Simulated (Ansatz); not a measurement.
**C2H7GaO (SMILES C[O][GaH][CH3]): levels of theory compared**

Wanted: a comparison of 4 runs (B3LYP/6-31G*, B3LYP/pcseg-1, r2SCAN/cc-pVDZ, PBE0/def2-SVP) of C2H7GaO. 

The calculation is run with Ansatz 0.2.0.

8 further runs of the same task are left out: 1 for a known fault of the program, 1 that didn't finish, 6 set aside as unsound or not needed.

## Step 1: The structure to begin with

The species is C2H7GaO (11 atoms), meant as a singlet with charge 0. SMILES: `C[O][GaH][CH3]`. The coordinates come from a PBE0-D4/def2-TZVP relaxation. This is one conformer, not always the lowest.

Bond lengths: C1–O2 1.399 Å, O2–Ga3 1.790 Å, Ga3–C4 1.962 Å, C1–H5 1.097 Å, C1–H6 1.097 Å, C1–H7 1.099 Å, Ga3–H8 1.559 Å, C4–H9 1.093 Å, C4–H10 1.090 Å, C4–H11 1.093 Å. Some angles: C1–O2–Ga3 124.2°, O2–Ga3–C4 117.5°, O2–C1–H5 110.2°, O2–C1–H6 110.2°, O2–C1–H7 113.5°, O2–Ga3–H8 112.0°, C4–Ga3–H8 130.6°, Ga3–C4–H9 110.4°, Ga3–C4–H10 111.4°, Ga3–C4–H11 110.5°.

## Step 2: Energy and forces at B3LYP/6-31G(d) (Cartesian functions) (run 1)

File molecule.yaml:

```yaml
crystal:
  periodic: [false, false, false]
  atoms:
    - {symbol: C, position_ang: [-0.791600, 1.602400, 0.445600]}
    - {symbol: O, position_ang: [-0.543500, 0.539300, 1.321100]}
    - {symbol: Ga, position_ang: [0.230400, -1.001400, 0.840100]}
    - {symbol: C, position_ang: [0.760100, -1.200000, -1.038200]}
    - {symbol: H, position_ang: [-0.273700, 2.505300, 0.790600]}
    - {symbol: H, position_ang: [-1.864800, 1.825700, 0.416600]}
    - {symbol: H, position_ang: [-0.465300, 1.405800, -0.585500]}
    - {symbol: H, position_ang: [0.366600, -1.985700, 2.041400]}
    - {symbol: H, position_ang: [-0.112800, -1.118100, -1.690500]}
    - {symbol: H, position_ang: [1.236500, -2.164400, -1.217400]}
    - {symbol: H, position_ang: [1.458000, -0.409100, -1.323800]}
basis:
  gaussian: {orbitals: "6-31G*"}
hamiltonian: {xc: {name: B3LYP}}
accuracy: high
output: {forces: true, orbitals: {seedname: orbitals}}
```

Command:

```console
$ ansatz run molecule.yaml --threads 1 --pin off --max-ram 2610MiB --events-out events.jsonl --progress --plain --runs-dir runs
```

The program printed:

```text
Warning: RAYON_NUM_THREADS=1 ignored (pool sized by the plan → 1); use --threads N
[... 16 lines left out ...]
Total energy: -56607.47993059 eV, -2080.2865175212 hartree
[... 11 lines left out ...]
Dipole moment:     0.112974    -0.050289    -0.386921 e Å
```

It took 16 s on 1 thread of AMD EPYC 7R43 (Zen 3), shared host; peak memory 0.37 GiB.

## Step 3: Energy and forces at B3LYP/pcseg-1 (run 2)

File molecule.yaml:

```yaml
crystal:
  periodic: [false, false, false]
  atoms:
    - symbol: C
      position_ang: [-0.791600, 1.602400, 0.445600]
    - symbol: O
      position_ang: [-0.543500, 0.539300, 1.321100]
    - symbol: Ga
      position_ang: [0.230400, -1.001400, 0.840100]
    - symbol: C
      position_ang: [0.760100, -1.200000, -1.038200]
    - symbol: H
      position_ang: [-0.273700, 2.505300, 0.790600]
    - symbol: H
      position_ang: [-1.864800, 1.825700, 0.416600]
    - symbol: H
      position_ang: [-0.465300, 1.405800, -0.585500]
    - symbol: H
      position_ang: [0.366600, -1.985700, 2.041400]
    - symbol: H
      position_ang: [-0.112800, -1.118100, -1.690500]
    - symbol: H
      position_ang: [1.236500, -2.164400, -1.217400]
    - symbol: H
      position_ang: [1.458000, -0.409100, -1.323800]
basis:
  gaussian: {orbitals: pcseg-1.json}
total_charge: 0
hamiltonian: {xc: {name: B3LYP}}
accuracy: high
output: {forces: true, orbitals: {seedname: orbitals}}
```

The basis set pcseg-1 is read from a file made from the Basis Set Exchange's data (not shown).

Command:

```console
$ ansatz run molecule.yaml --threads 1 --pin off --max-ram 2610MiB --events-out events.jsonl --progress --plain --runs-dir runs
```

The program printed:

```text
Warning: RAYON_NUM_THREADS=1 ignored (pool sized by the plan → 1); use --threads N
[... 16 lines left out ...]
Total energy: -56608.53706361 eV, -2080.3253664430 hartree
[... 11 lines left out ...]
Dipole moment:     0.113290    -0.049973    -0.389164 e Å
```

It took 18 s on 1 thread of AMD EPYC 7R43 (Zen 3), shared host; peak memory 0.42 GiB.

Run 3 isn't shown in full; the table further down has it.

## Step 4: Energy and forces at PBE0/def2-SVP (run 4)

File run.yaml:

```yaml
crystal:
  periodic: [false, false, false]
  atoms:
    - {symbol: C, position_ang: [-0.791600, 1.602400, 0.445600]}
    - {symbol: O, position_ang: [-0.543500, 0.539300, 1.321100]}
    - {symbol: Ga, position_ang: [0.230400, -1.001400, 0.840100]}
    - {symbol: C, position_ang: [0.760100, -1.200000, -1.038200]}
    - {symbol: H, position_ang: [-0.273700, 2.505300, 0.790600]}
    - {symbol: H, position_ang: [-1.864800, 1.825700, 0.416600]}
    - {symbol: H, position_ang: [-0.465300, 1.405800, -0.585500]}
    - {symbol: H, position_ang: [0.366600, -1.985700, 2.041400]}
    - {symbol: H, position_ang: [-0.112800, -1.118100, -1.690500]}
    - {symbol: H, position_ang: [1.236500, -2.164400, -1.217400]}
    - {symbol: H, position_ang: [1.458000, -0.409100, -1.323800]}
basis:
  gaussian:
    orbitals: def2-SVP
hamiltonian:
  xc: {name: PBE0}
accuracy: high
output:
  forces: true
  orbitals: {seedname: orbitals}
```

Command:

```console
$ ansatz run run.yaml --threads 1 --pin off --max-ram 2610MiB --events-out events.jsonl --progress --plain --runs-dir runs
```

The program printed:

```text
Warning: RAYON_NUM_THREADS=1 ignored (pool sized by the plan → 1); use --threads N
[... 16 lines left out ...]
Total energy: -56591.85095289 eV, -2079.7121631842 hartree
[... 11 lines left out ...]
Dipole moment:     0.114812    -0.057075    -0.382502 e Å
```

It took 23 s on 1 thread of AMD EPYC 7R43 (Zen 3), shared host; peak memory 0.46 GiB.

## Step 5: The series

| run | level | Cartesian functions | energy (Eh) | dipole moment (D) | HOMO energy (eV) | LUMO energy (eV) | wall time |
| --- | --- | --- | --- | --- | --- | --- | --- |
| 1 | B3LYP/6-31G* (Cartesian functions) | yes | -2080.286518 | 1.95 | -7.20 | -0.91 | 16 s |
| 2 | B3LYP/pcseg-1 | no | -2080.325366 | 1.96 | -7.41 | -1.04 | 18 s |
| 3 | r2SCAN/cc-pVDZ | no | -2080.377375 | 1.84 | -6.31 | -1.16 | 31 s |
| 4 | PBE0/def2-SVP | no | -2079.712163 | 1.94 | -7.54 | -0.66 | 23 s |

## Step 6: What came out

| quantity | value |
| --- | --- |
| run 4: total energy | -2079.71216 Eh |
| run 4: dipole moment | 1.94 D |
| run 4: HOMO energy | -7.54 eV |
| run 4: LUMO energy | -0.66 eV |
| run 4: HOMO–LUMO gap | 6.88 eV |
| run 4: largest force on an atom | 0.542 eV/Å |

**Reading.** The dipole moment (its size) runs from 1.84 D (r2SCAN/cc-pVDZ) to 1.96 D (B3LYP/pcseg-1). The two ends differ in method and basis. The HOMO–LUMO gap runs from 5.14 eV (r2SCAN/cc-pVDZ) to 6.88 eV (PBE0/def2-SVP). Totals of different functionals can't be ranked against each other. All runs together took 88 s, the longest 31 s.
